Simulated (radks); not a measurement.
**Sb in [Kr] 4d9.75 5s2 5p3.25: an all-electron calculation**

What are the levels of neutral antimony, how large are its shells, and how does its energy divide?

Program: radks (a radial shooting solver on a logarithmic mesh, Libxc functionals) version 1. Level of theory: scalar-relativistic Kohn-Sham, BLYP, spin-polarised, spherical densities, finite nucleus; open shells are filled with parallel spins first. These are calculated values, not measurements, unless marked.

### 1 Starting point

| Item | Value |
| --- | --- |
| element | antimony (Z = 51) |
| charge | 0 |
| electrons | 51 |
| configuration | [Kr] 4d9.75 5s2 5p3.25 |
| nuclear rms radius | 4.6802 fm |

### 2 The calculation

The run's settings:

```text
Z 51
configuration [Kr] 4d9.75 5s2 5p3.25 6s0 4f0 5d0 6p0
relativity scalar-relativistic
functional b88,lyp
spin polarised
nucleus finite rms 4.6802 fm
c 137.035999084
```

The run is started by

```bash
python run_ks.py task.json out
```

All runs below come from this command, one after another.

**Question.** What will this run give?

As calculated:

| quantity | value |
| --- | --- |
| total energy | -6481.67820 hartree |
| exchange-correlation share of it | 2.63 % |
| −T/E | 1.0459 |
| highest occupied level | 5p down, -4.084 eV |
| most extended occupied level | 5p down, <r> = 2.96 bohr |
| radius at density 0.001 e/bohr³ | 4.68 bohr |
| maxima of the radial density | 4 |

The radial density shows 4 maxima for 5 occupied principal shells; where shells overlap, one shows as a shoulder or not at all. Relativity lifts −T/E to 1.046. This is not the tabulated ground configuration, so its levels and sizes aren't those of the ground state, and no measured value stands beside it.
